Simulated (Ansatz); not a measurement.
A nudged elastic band was laid between two geometries of a periodic cell of 63 atoms, Si62B (host Si, host structure diamond, dopant B, one Si atom removed), cell charge +2.

Method: Ansatz 0.2.0, DFT LDA, scalar-relativistic, plane waves, PAW. Settings: PAW set soft_1, cutoff 420 eV, k mesh 1x1x1, fermi-dirac smearing 0.05 eV, spin collinear.

```
movable images  : 5
climbing image  : yes
spring          : 5.0 eV/Å²
optimiser       : quadratic models (default)
start path      : IDPP
force threshold : 0.05 eV/Å
iteration limit : 80
end points      : relaxed
```

Initial state:

```xyz
63
Lattice="10.8600 0.0000 0.0000 0.0000 10.8600 0.0000 0.0000 0.0000 10.8600" Properties=species:S:1:pos:R:3
Si 5.482 0.013 0.059
Si 6.898 1.253 1.512
Si 8.137 2.670 0.059
Si 9.509 4.063 1.355
B 7.836 0.315 3.028
Si 9.352 1.253 3.966
Si 0.076 0.023 -0.072
Si 1.342 1.339 1.382
Si 2.716 2.700 -0.007
Si 4.090 4.062 1.360
Si 5.451 5.435 -0.007
Si 6.813 6.809 1.382
Si 8.129 8.075 -0.072
Si 2.733 0.001 2.714
Si 4.071 1.370 4.083
Si 5.449 2.703 2.731
Si 6.782 4.081 4.082
Si 8.151 5.418 2.714
Si 9.482 6.809 4.052
Si 5.449 0.018 5.416
Si 6.782 1.369 6.794
Si 8.133 2.703 5.416
Si 9.505 4.062 6.775
Si 8.151 0.000 8.131
Si 9.482 1.339 9.522
Si 0.013 5.406 -0.009
Si 1.381 6.769 1.327
Si 2.744 8.138 -0.009
Si 4.088 9.502 1.355
Si -0.055 2.670 2.726
Si 1.337 4.053 4.056
Si 2.732 5.419 2.727
Si 4.099 6.814 4.056
Si 5.481 8.206 2.727
Si 6.898 9.659 3.966
Si -0.055 0.013 5.383
Si 1.337 1.343 6.766
Si 2.704 2.719 5.432
Si 4.077 4.074 6.787
Si 5.432 5.447 5.433
Si 6.808 6.814 6.766
Si 8.138 8.206 5.383
Si 9.509 9.502 6.776
Si 2.732 0.014 8.132
Si 4.099 1.343 9.527
Si 5.432 2.719 8.160
Si 6.808 4.052 9.527
Si 8.137 5.419 8.133
Si 9.537 6.770 9.483
Si 0.077 8.074 2.736
Si 1.342 9.529 4.052
Si 0.012 5.435 5.413
Si 1.370 6.781 6.772
Si 2.716 8.139 5.413
Si 4.090 9.506 6.775
Si 0.012 2.700 8.148
Si 1.370 4.058 9.495
Si 2.724 5.427 8.141
Si 4.093 6.782 9.495
Si 5.451 8.140 8.148
Si 6.813 9.529 9.522
Si 0.013 8.138 8.120
Si 1.381 9.474 9.483
```

Final state:

Only the atoms that move by more than 0.05 Å are listed.
```
Si1 5.453 -0.024 0.025
Si2 6.725 1.420 1.352
Si3 8.169 2.692 0.025
B5 9.819 -1.674 1.041
Si6 9.508 1.420 4.135
Si7 -0.106 -0.156 0.106
Si8 1.310 1.298 1.346
Si12 6.847 6.835 1.346
Si13 8.301 8.251 0.106
Si16 5.411 2.734 2.747
Si19 9.514 6.835 4.013
Si20 5.411 0.032 5.449
Si25 9.514 1.298 9.550
Si27 1.345 6.800 1.342
Si30 -0.025 2.692 2.691
Si34 5.453 8.170 2.691
Si35 6.725 9.497 4.135
Si36 -0.025 -0.024 5.407
Si42 8.169 8.170 5.407
Si50 -0.106 8.251 2.559
Si51 1.310 9.491 4.013
Si61 6.847 9.491 9.550
Si63 1.345 9.487 9.515
```

Question: Which bonds break or form, and what moves?

Answer: The atom that moves furthest is B5, by 3.44 Å; four of its nearest neighbours are Si2 2.01, Si35 2.01, Si6 2.01, Si16 3.39 Å at the first end and Si7 2.01, Si50 2.01, Si13 2.01, Si49 3.39 Å at the last.

Question: Give the energies along the band, and the barrier.

Answer: It converged. The highest image is number 3 of 0 to 6, 2.57 eV above the ends, which have the same energy within 2 meV. By the program's own check the climbing image is a first-order saddle point (lowest curvatures found: -3.08 and 0.77 eV/Å²). Limits of this set-up: coarse k mesh, PAW files made for another functional, a typed lattice constant that wasn't relaxed here, charged cell in a uniform background, uncorrected.

```json
{"image": "0", "path coordinate (Å)": "0.00", "energy (eV)": "0.00", "Si2–B5 (Å)": "2.01", "B5–Si6 (Å)": "2.01", "B5–Si35 (Å)": "2.01"}
{"image": "1", "path coordinate (Å)": "0.95", "energy (eV)": "0.84", "Si2–B5 (Å)": "2.02", "B5–Si6 (Å)": "2.01", "B5–Si35 (Å)": "2.29"}
{"image": "2", "path coordinate (Å)": "1.90", "energy (eV)": "1.97", "Si2–B5 (Å)": "2.07", "B5–Si6 (Å)": "2.06", "B5–Si35 (Å)": "3.34"}
{"image": "3", "path coordinate (Å)": "2.84", "energy (eV)": "2.57", "Si2–B5 (Å)": "2.62", "B5–Si6 (Å)": "2.14", "B5–Si35 (Å)": "3.63"}
{"image": "4", "path coordinate (Å)": "3.80", "energy (eV)": "1.97", "Si2–B5 (Å)": "3.71", "B5–Si6 (Å)": "2.27", "B5–Si35 (Å)": "3.89"}
{"image": "5", "path coordinate (Å)": "4.75", "energy (eV)": "0.88", "Si2–B5 (Å)": "3.95", "B5–Si6 (Å)": "3.34", "B5–Si35 (Å)": "4.07"}
{"image": "6", "path coordinate (Å)": "5.71", "energy (eV)": "0.00", "Si2–B5 (Å)": "4.39", "B5–Si6 (Å)": "4.39", "B5–Si35 (Å)": "4.39"}
```

Question: What is the geometry of the highest image?

Answer: 
```xyz
63
Lattice="10.8600 0.0000 0.0000 0.0000 10.8600 0.0000 0.0000 0.0000 10.8600" Properties=species:S:1:pos:R:3:forces:R:3
Si 5.516 -0.027 0.043 0.00 0.00 0.00
Si 7.099 1.058 1.446 0.01 -0.01 0.00
Si 8.120 2.707 0.043 0.00 0.00 0.00
Si 9.524 4.063 1.356 0.00 0.00 0.00
B 9.348 -0.154 2.035 0.00 0.01 -0.01
Si 9.628 1.074 3.764 0.01 0.00 0.00
Si -0.281 0.126 0.306 0.00 0.00 0.01
Si 1.407 1.426 1.343 0.00 0.00 -0.01
Si 2.774 2.726 -0.039 0.00 0.00 0.00
Si 4.120 4.037 1.379 0.00 0.00 0.00
Si 5.401 5.436 -0.012 0.00 0.00 0.00
Si 6.798 6.773 1.369 0.00 0.00 0.00
Si 8.092 8.033 -0.079 0.00 0.00 0.00
Si 2.708 0.020 2.717 0.00 0.00 0.00
Si 4.074 1.365 4.071 0.00 0.00 0.00
Si 5.552 2.560 2.673 0.00 0.00 0.01
Si 6.831 3.987 4.033 0.00 0.00 0.00
Si 8.155 5.420 2.730 0.00 0.00 0.00
Si 9.477 6.871 4.030 0.00 0.00 0.00
Si 5.371 0.000 5.465 0.00 0.00 0.00
Si 6.830 1.340 6.733 0.00 0.00 0.00
Si 8.221 2.518 5.230 0.00 0.00 0.00
Si 9.501 3.991 6.669 0.00 0.00 0.00
Si 8.158 0.018 8.145 0.00 0.00 0.00
Si 9.479 1.410 9.515 0.00 0.00 0.00
Si 0.009 5.430 0.001 0.00 0.00 0.00
Si 1.204 6.907 1.399 0.00 0.00 -0.01
Si 2.631 8.187 0.038 0.00 0.00 0.00
Si 4.064 9.510 1.343 0.00 0.00 0.00
Si 0.070 2.762 2.729 0.00 0.00 0.00
Si 1.370 4.130 4.111 0.00 0.00 0.00
Si 2.681 5.475 2.693 0.00 0.00 0.00
Si 4.080 6.757 4.084 0.00 0.00 0.00
Si 5.417 8.154 2.704 0.00 0.00 0.00
Si 6.678 9.450 4.150 0.00 0.00 0.00
Si 0.053 -0.024 5.416 0.00 0.00 0.00
Si 1.368 1.358 6.798 0.00 0.00 0.00
Si 2.719 2.737 5.438 0.00 0.00 0.00
Si 4.088 4.072 6.792 0.00 0.00 0.00
Si 5.460 5.370 5.393 0.00 0.00 0.00
Si 6.754 6.761 6.774 0.00 0.00 0.00
Si 8.132 8.181 5.439 0.00 0.00 0.00
Si 9.522 9.514 6.787 0.00 0.00 0.00
Si 2.636 -0.003 8.263 0.00 0.00 0.00
Si 4.141 1.333 9.516 0.00 0.00 0.00
Si 5.461 2.695 8.116 0.00 0.00 0.00
Si 6.762 4.059 9.509 0.00 0.00 0.00
Si 8.133 5.353 8.077 0.00 0.00 0.00
Si 9.504 6.727 9.468 0.00 0.00 0.00
Si -0.296 8.452 2.628 -0.01 0.01 0.00
Si 1.351 9.476 4.029 0.00 0.00 0.00
Si -0.022 5.497 5.417 0.00 0.00 0.00
Si 1.340 6.817 6.817 0.00 0.00 0.00
Si 2.703 8.118 5.424 0.00 0.00 0.00
Si 3.998 9.488 6.855 0.00 0.00 0.00
Si 0.003 2.724 8.134 0.00 0.00 0.00
Si 1.382 4.075 9.494 0.00 0.00 0.00
Si 2.716 5.444 8.140 0.00 0.00 0.00
Si 4.015 6.816 9.538 0.00 0.00 0.00
Si 5.406 8.110 8.157 0.00 0.00 0.00
Si 6.825 9.488 9.492 0.00 0.00 0.00
Si -0.017 8.186 8.199 0.00 0.00 0.00
Si 1.162 9.576 9.702 0.00 0.00 0.00
```

Time of the run: 2.7 min on 4 threads of AMD EPYC 9R45 96-Core Processor (Zen 5), on a shared host, peak memory 4.3 GiB.
